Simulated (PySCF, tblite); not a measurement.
# C₆H₇O radical: geometry, infrared bands and EPR parameters

What infrared bands and EPR parameters should C₆H₇O radical (`[CH2][C@H](C)C#CC=O`) show?

Computed with tblite 0.8.0 and PySCF 2.14.0, with density-fitted response routines of our own, on a single molecule in the gas phase. Atoms count from 0, in the outputs and in this text.

**1. The molecule as given**

14 atoms, charge 0, multiplicity 2; geometry from: force field or distance geometry start.

Bonds of the start (Å): C0–C1 1.50, C1–C2 1.51, C1–C3 1.47, C3–C4 1.20, C4–C5 1.44, C5–O6 1.23, C0–H7 1.09, C0–H8 1.08, C1–H9 1.10, C2–H10 1.09, C2–H11 1.11, C2–H12 1.09, C5–H13 1.10.

**2. Relaxing the molecule with GFN2-xTB**

Job settings and geometry (Å):

```
{"job": {"kind": "relax", "xc": "GFN2-xTB", "basis": "xTB"}, "charge": 0, "multiplicity": 2}
C     -1.544300    -0.856600     0.861700
C     -0.835700     0.370100     0.380900
C     -1.399300     0.872900    -0.922500
C      0.595000     0.047500     0.236600
C      1.763500    -0.215800     0.132100
C      3.160100    -0.522300    -0.022100
O      3.959200     0.327200    -0.410700
H     -1.625700    -1.052300     1.928700
H     -1.899600    -1.603600     0.160900
H     -0.952300     1.149000     1.151900
H     -0.891100     1.782100    -1.255100
H     -2.475400     1.116800    -0.818500
H     -1.316300     0.136600    -1.718300
H      3.461200    -1.552100     0.237300
```

The run is started by

```sh
> OMP_NUM_THREADS=1 python probes_run.py task.json out
```

The driver reads the jobs from task.json and runs them one after another.

Output:

```text
step      E/eV     max force
  0    -552.38274    1.989
  1    -552.40096    2.281
  2    -552.45101    1.036
  3    -552.45266    0.938
  4    -552.46350    0.248
  5    -552.46729    0.154
  6    -552.46991    0.151
  7    -552.47094    0.108
  8    -552.47208    0.107
  9    -552.47325    0.118
 10    -552.47412    0.090
 11    -552.47455    0.047
 12    -552.47483    0.054
 13    -552.47516    0.073
 14    -552.47560    0.077
 15    -552.47606    0.053
 16    -552.47643    0.062
 17    -552.47674    0.071
 18    -552.47703    0.068
 19    -552.47733    0.050
 20    -552.47761    0.038
 21    -552.47788    0.051
 22    -552.47815    0.060
 23    -552.47842    0.044
 24    -552.47869    0.040
 25    -552.47899    0.041
 26    -552.47933    0.058
 27    -552.47964    0.054
 28    -552.47984    0.037
 29    -552.47998    0.035
 30    -552.48011    0.037
 31    -552.48026    0.041
 32    -552.48040    0.035
 33    -552.48051    0.021
 34    -552.48059    0.024
 35    -552.48068    0.025
 36    -552.48076    0.024
 37    -552.48081    0.015
 38    -552.48083    0.014
 39    -552.48085    0.013
 40    -552.48088    0.017
 41    -552.48090    0.015
 42    -552.48092    0.011
 43    -552.48095    0.013
 44    -552.48098    0.017
 45    -552.48104    0.023
 46    -552.48109    0.021
 47    -552.48114    0.018
 48    -552.48118    0.018
 49    -552.48123    0.017
 50    -552.48128    0.022
 51    -552.48134    0.020
 52    -552.48137    0.017
 53    -552.48140    0.014
 54    -552.48142    0.015
 55    -552.48145    0.017
 56    -552.48148    0.017
 57    -552.48151    0.018
 58    -552.48154    0.014
 59    -552.48158    0.016
 60    -552.48163    0.019
 61    -552.48166    0.018
 62    -552.48169    0.014
 63    -552.48170    0.011
 64    -552.48172    0.010
 65    -552.48173    0.011
 66    -552.48174    0.007
```

It took 0.24 s on 1 thread of Arm Neoverse V2, shared host.

Relaxation path: (not every step is listed)

```
step  energy from step 0 (eV)  largest force (eV/Å)
   0                   0.0000                1.9890
   1                  -0.0182                2.2808
   2                  -0.0683                1.0360
   3                  -0.0699                0.9382
   4                  -0.0808                0.2475
   5                  -0.0846                0.1539
   6                  -0.0872                0.1506
   7                  -0.0882                0.1082
   8                  -0.0893                0.1068
  13                  -0.0924                0.0733
  18                  -0.0943                0.0677
  23                  -0.0957                0.0443
  28                  -0.0971                0.0371
  33                  -0.0978                0.0210
  38                  -0.0981                0.0140
  43                  -0.0982                0.0132
  48                  -0.0984                0.0180
  53                  -0.0987                0.0141
  58                  -0.0988                0.0136
  61                  -0.0989                0.0185
  62                  -0.0989                0.0138
  63                  -0.0990                0.0112
  64                  -0.0990                0.0105
  65                  -0.0990                0.0108
  66                  -0.0990                0.0068
```

Distances of close pairs at the start and the end, largest changes first:

```
  bond  before (Å)  after (Å)  change (Å)
 C1–C2       1.506      1.533      +0.027
 C5–O6       1.229      1.202      -0.027
C2–H11       1.108      1.087      -0.021
 C0–C1       1.496      1.480      -0.016
 C0–H7       1.088      1.072      -0.016
 C1–C3       1.474      1.459      -0.015
 C4–C5       1.438      1.425      -0.013
 C0–H8       1.084      1.073      -0.011
```

The final coordinates are the input of the step that follows.

**3. Vibrational analysis with GFN2-xTB**

Job settings and geometry (Å):

```
{"job": {"kind": "ir", "xc": "GFN2-xTB", "basis": "xTB"}, "charge": 0, "multiplicity": 2}
C     -1.482696    -0.864338     0.853928
C     -0.859782     0.395929     0.390287
C     -1.431753     0.895456    -0.941912
C      0.566618     0.129380     0.242268
C      1.725720    -0.189028     0.129673
C      3.105595    -0.515489    -0.008604
O      3.968244     0.215000    -0.418538
H     -1.456611    -1.130196     1.892433
H     -1.776101    -1.607887     0.138608
H     -0.963333     1.179251     1.153059
H     -0.912717     1.794675    -1.264898
H     -2.489353     1.119417    -0.825082
H     -1.317937     0.133619    -1.709551
H      3.323429    -1.556262     0.311315
```

Output:

```text
mode    cm-1     km/mol
  1     -58.7     13.77
  2      82.7      1.45
  3     113.2      1.24
  4     143.8      1.21
  5     159.8      3.71
  6     204.3      0.23
  7     243.7      0.83
  8     328.3      1.52
  9     415.7     10.26
 10     472.7      2.40
 11     529.7     39.75
 12     593.9     16.00
 13     752.9     39.69
 14     890.9      2.60
 15     892.7      6.72
 16     942.2      6.00
 17    1021.9      2.26
 18    1113.5      2.01
 19    1141.5      2.89
 20    1176.3      2.71
 21    1230.0      0.74
 22    1272.2      1.23
 23    1356.9     41.91
 24    1387.8      0.23
 25    1402.9      1.87
 26    1486.9      3.83
 27    1491.9      3.72
 28    1743.5    475.18
 29    2302.7    250.55
 30    2729.0    116.48
 31    2886.4     21.11
 32    3042.3     28.71
 33    3043.5     25.15
 34    3046.7     15.92
 35    3135.4     14.73
 36    3180.8     28.06
```

It took 0.26 s on 1 thread of Arm Neoverse V2, shared host.

Which atoms move in the most intense modes:

```
cm⁻¹  km/mol                      atoms
 530    39.8  C0 26 %, H8 24 %, H7 22 %
 753    39.7           C5 38 %, C1 23 %
1357    41.9                   H13 83 %
1744   475.2           C5 60 %, O6 39 %
2303   250.6           C4 50 %, C3 49 %
2729   116.5                   H13 94 %
3042    28.7         H11 74 %, H12 18 %
3181    28.1  H7 48 %, H8 42 %, C0 10 %
```

**4. g tensor and hyperfine couplings: B3LYP/pcH-1**

The job, as its differences from that of step 3:

```diff
@@ -1,2 +1,2 @@
-{"job": {"kind": "ir", "xc": "GFN2-xTB", "basis": "xTB"}, "charge": 0, "multiplicity": 2}
+{"job": {"kind": "epr", "basis": "pcH-1"}, "charge": 0, "multiplicity": 2}
 C     -1.482696    -0.864338     0.853928
```

Method: UKS B3LYP, pcH-1 on C H O, non-relativistic, mean-field spin-orbit, GIAO.

Output:

```text
UKS, coarse grid
  cycle   1  E = -307.80610402  |g| = 6.08e-01
  cycle   2  E = -307.22345490  |g| = 1.34e+00
  cycle   3  E = -307.94194986  |g| = 1.60e-01
  cycle   4  E = -307.95277590  |g| = 7.37e-02
  cycle   5  E = -307.95475836  |g| = 3.98e-02
  cycle   6  E = -307.95547129  |g| = 1.06e-02
  cycle   7  E = -307.95552586  |g| = 2.54e-03
  cycle   8  E = -307.95552886  |g| = 8.27e-04
UKS, final grid
  cycle   1  E = -307.95551107  |g| = 8.53e-04
  cycle   2  E = -307.95551080  |g| = 1.14e-03
  cycle   3  E = -307.95551142  |g| = 3.02e-04
  cycle   4  E = -307.95551146  |g| = 5.98e-05
  cycle   5  E = -307.95551147  |g| = 3.19e-05
  cycle   6  E = -307.95551147  |g| = 7.10e-06
E = -307.95551147 Eh   <S^2> = 0.7538 (exact 0.7500)
g shifts (ppm)      1          2          3
  rmc          -145       -145       -145
  gc              9         23         30
  oz_so          -1        487        538
  total        -137        364        422
hyperfine (MHz)  atom isotope    a_iso     a_fc   dipolar eigenvalues
    0   13C      98.38      98.38    -82.40    -81.64    164.04
    1   13C     -25.61     -25.61     -2.33      0.49      1.84
    2   13C      14.56      14.56     -1.91     -1.86      3.76
    3   13C      97.18      97.18     -6.77     -2.72      9.49
    4   13C       8.40       8.40     -6.21     -4.41     10.62
    5   13C      -2.46      -2.46     -0.37     -0.22      0.59
    6   17O      -0.97      -0.97     -0.70      0.18      0.52
    7    1H     -61.89     -61.89    -39.39     -0.79     40.18
    8    1H     -61.96     -61.96    -39.41     -0.70     40.12
    9    1H      32.43      32.43     -5.29     -4.59      9.88
   10    1H       2.95       2.95     -1.89     -1.63      3.51
   11    1H      -1.33      -1.33     -4.10     -2.59      6.70
   12    1H      -1.54      -1.54     -3.03     -2.79      5.82
   13    1H       4.90       4.90     -1.05     -0.67      1.73
```

Run time: 42 s. Hardware: 1 thread of Arm Neoverse V2, shared host; peak memory 0.88 GiB.

Principal g values 2.00218, 2.00268, 2.00274; g(iso) = 2.00254, against 2.00232 for a free electron.

Hyperfine couplings; where a row names several nuclei, a(iso) is their mean (it holds for fast rotation or exchange) and the dipolar term the largest among them:

```
       nuclei  isotope  a(iso) (MHz)  a(iso) (G, at g = 2.0023)  largest dipolar term (MHz)
           C0      13C          98.4                       35.1                       164.0
           C3      13C          97.2                       34.7                         9.5
       H7, H8       1H         -61.9                      -22.1                        40.2
           H9       1H          32.4                       11.6                         9.9
           C1      13C         -25.6                       -9.1                        -2.3
           C2      13C          14.6                        5.2                         3.8
           C4      13C           8.4                        3.0                        10.6
          H13       1H           4.9                        1.7                         1.7
           C5      13C          -2.5                       -0.9                         0.6
           O6      17O          -1.0                       -0.3                        -0.7
H10, H11, H12       1H           0.0                        0.0                         6.7
```

Mulliken spin populations:

C0 1.07; C1 -0.07; C2 0.01; C3 0.01; C4 0.06; C5 0.00; O6 0.00; H7 -0.04; H8 -0.04; H9 0.01; H10 0.00; H11 0.00; H12 0.00; H13 0.00

In first order the couplings over 0.8 MHz of 1H give 12 distinct lines over 57.5 G, if the averaged nuclei exchange fast; the same motion can average rows kept apart here too.

Orbitals, density, ELF and potential are computed afterwards from the orbital file.

ELF in a plane through or near 9 of the atoms.

Values, 10 rows by 14 columns:
```
0.00 0.00 0.00 0.00 0.00 0.00 0.00 0.00 0.00 0.00 0.00 0.00 0.00 0.00
0.00 0.00 0.00 0.00 0.00 0.00 0.00 0.00 0.01 0.00 0.00 0.00 0.00 0.00
0.00 0.00 0.01 0.05 0.00 0.00 0.00 0.37 0.98 0.43 0.01 0.00 0.00 0.00
0.00 0.07 0.62 0.86 0.18 0.15 0.09 0.22 1.00 0.60 0.80 0.04 0.00 0.00
0.00 0.34 0.90 0.57 0.31 0.69 0.74 0.28 0.78 0.84 1.00 0.25 0.00 0.00
0.00 0.01 0.06 0.55 0.75 0.32 0.33 0.89 0.41 0.10 0.04 0.00 0.00 0.00
0.00 0.00 0.25 0.90 0.06 0.60 0.38 0.27 0.24 0.82 0.47 0.00 0.00 0.00
0.00 0.00 0.01 0.08 0.00 0.02 0.02 0.67 0.99 0.69 0.29 0.00 0.00 0.00
0.00 0.00 0.00 0.00 0.00 0.00 0.00 0.22 0.85 0.17 0.00 0.00 0.00 0.00
0.00 0.00 0.00 0.00 0.00 0.00 0.00 0.00 0.00 0.00 0.00 0.00 0.00 0.00
```
The map spans 12.9 Å across and 9.8 Å up, centred on the molecule. Atoms in the plane (x, y in Å): C0 (1.3, -1.4), C1 (0.9, -0.1), C3 (-0.5, 0.0), C4 (-1.7, 0.0), C5 (-3.1, 0.1), O6 (-3.9, 1.0), H7 (1.2, -2.3), H10 (1.2, 2.0), H11 (2.7, 1.0).

On the surface of density 0.002 e/bohr³ the electrostatic potential runs, from the 1st to the 99th percentile, from -1.66 V near O6 to 1.08 V near H9.

The spin density lies nearest to C0 65 %; H7, H8 about 10 % each.

**5. What came out**

```
                                                                  quantity                  value
                                 strongest single infrared mode (GFN2-xTB)  1744 cm⁻¹, 475 km/mol
                                              zero-point energy (GFN2-xTB)          65.7 kcal/mol
                                                            g(iso) (B3LYP)                2.00254
                                                                      ⟨S²⟩     0.754 (exact 0.75)
                                        largest a(iso) (averaged by class)    13C on C0, 98.4 MHz
potential on the surface of density 0.002 e/bohr³, 1st and 99th percentile     -1.66 V and 1.08 V
```

**Reading.** Relaxing lowered the energy by 0.099 eV in 66 steps; the close pair that moved most is C1–C2, from 1.506 to 1.533 Å. The lowest mode is imaginary (59i cm⁻¹), so the xTB geometry is not a minimum: the zero-point energy counts the real modes alone, and all values at this geometry belong to a saddle point. The strongest single mode, at 1744 cm⁻¹, moves mainly C5 and O6. GFN2-xTB is a fitted tight-binding method: band positions and strengths are rough. Its intensities can rank the bands wrongly. C0 carries the largest spin population, 1.07 e. The isotropic g lies 0.2 ppt above the free-electron value. The conformer search (at its own cheap level) found a structure 20.1 kcal/mol lower, too far down for a turn about a bond: it may have other bonds, so these spectra needn't be the molecule's.
